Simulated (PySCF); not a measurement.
# Nd(SH)4: other functionals and bases at one geometry

Aim: see how levels, charges and forces of Nd(SH)4 depend on the level of theory. The species was built from a template and needn't be a known compound.

Method: several levels, as the steps say, no spin–orbit coupling; program: PySCF 2.14.0.

1 further run of the same task is left out (for a known fault of the program).

### 1 The system as given

9 atoms, charge 0, spin multiplicity 1.

Bond lengths: Nd1–S2 2.560 Å, Nd1–H3 2.919 Å, Nd1–S4 2.560 Å, Nd1–H5 2.919 Å, Nd1–S6 2.560 Å, Nd1–H7 2.918 Å, Nd1–S8 2.560 Å, Nd1–H9 2.918 Å, S2–H3 1.358 Å, S4–H5 1.358 Å, S6–H7 1.358 Å, S8–H9 1.358 Å. Angles: S2–Nd1–H3 27.7°, S2–Nd1–S4 110.0°, S2–Nd1–H5 90.3°, S2–Nd1–S6 109.2°, S2–Nd1–H7 136.0°, S2–Nd1–S8 109.2°, S2–Nd1–H9 99.2°, H3–Nd1–S4 90.3°, H3–Nd1–H5 80.0°, H3–Nd1–S6 99.2°, H3–Nd1–H7 125.9°, H3–Nd1–S8 136.0°, H3–Nd1–H9 125.9°, S4–Nd1–H5 27.7°, S4–Nd1–S6 109.2°, S4–Nd1–H7 99.2°, S4–Nd1–S8 109.2°, S4–Nd1–H9 136.0° and more.

Coordinates:

```
Nd    0.0000    0.0000    0.0000
S     1.4118    1.5498    1.4691
H     1.8072    0.5017    2.2360
S    -1.4118   -1.5498    1.4691
H    -1.8072   -0.5017    2.2360
S     1.5498   -1.4117   -1.4692
H     0.5016   -1.8073   -2.2360
S    -1.5498    1.4117   -1.4692
H    -0.5016    1.8073   -2.2360
```

Formal oxidation states: Nd +4. Each metal's 2 4f electrons lie in its core potential, so multiplicities, spins and levels count the valence alone. An earlier session relaxed this geometry at PBE0, Nd lcecp-2-SVP with ECP48, S def2-SVP, H def2-SVP (singlet, point group S4).

At PBE0 on the finer grid: E = -1634.269983 Eh, frontier levels not given, since the 4f levels lie in the core, Mulliken charge on Nd1 +0.75 e, largest force component 0.004 eV/Å. 

Levels to run: wB97X; M06-L. Hardware: 2 threads of Intel Xeon 6975P-C (Granite Rapids), shared host.

### 2 wB97X

The input, run.py (the lines that set the calculation):

```python
mol = gto.M(atom='''
Nd     0.00000     0.00000    -0.00001
S      1.41176     1.54983     1.46912
H      1.80724     0.50167     2.23604
S     -1.41176    -1.54983     1.46912
H     -1.80724    -0.50167     2.23604
S      1.54981    -1.41174    -1.46916
H      0.50163    -1.80729    -2.23599
S     -1.54981     1.41174    -1.46916
H     -0.50163     1.80729    -2.23599''',
    basis={'Nd': 'lcecp-2-SVP', 'S': 'def2-SVP', 'H': 'def2-SVP'},
    ecp={'Nd': 'lcecp-2-SVP'},
    charge=0, spin=0)
mf = dft.RKS(mol, xc='WB97X')
mf.grids.atom_grid = (75, 302)  # f atoms: unpruned, at least (60, 302)
mf = mf.density_fit()  # fitting sets: Nd AutoAux, S def2-universal-JKFIT, H def2-universal-JKFIT
mf.conv_tol = 1e-08; mf.max_cycle = 55
mf.kernel(dm0)  # dm0: the density of the relaxed state
```

Started as:

```console
$ OMP_NUM_THREADS=2 python run.py
```

### 3 M06-L

run.py (the lines that set the calculation): that of step 2 with these lines changed.

```diff
@@ -13,3 +13,3 @@
     charge=0, spin=0)
-mf = dft.RKS(mol, xc='WB97X')
+mf = dft.RKS(mol, xc='M06L')
 mf.grids.atom_grid = (75, 302)  # f atoms: unpruned, at least (60, 302)
```

Q: Predict the outcome of this session. Wanted: for each run, charge on Nd1; dipole; largest force.

**Answer**, as computed:

| level | state | charge on Nd1 (e) | dipole (D) | largest force (eV/Å) | basis functions | time |
| --- | --- | --- | --- | --- | --- | --- |
| PBE0 (relaxed here) | singlet | 0.75 | 0.00 | 0.00 | 122 | 25 s |
| wB97X | singlet | 0.79 | 0.00 | 0.16 | 122 | 12 s |
| M06-L | singlet | 0.98 | 0.00 | 0.21 | 122 | 14 s |

Times are on 2 threads of Intel Xeon 6975P-C (Granite Rapids), shared host; the first row also made further properties.

The largest leftover force, 0.21 eV/Å with M06-L, stands at a geometry relaxed at another level. The Mulliken charge on Nd spans +0.75 to +0.98 e over the levels. With 4f in the core, its levels are missing from HOMO and gap. Total energies of different levels can't be compared. Spin–orbit coupling is left out throughout.
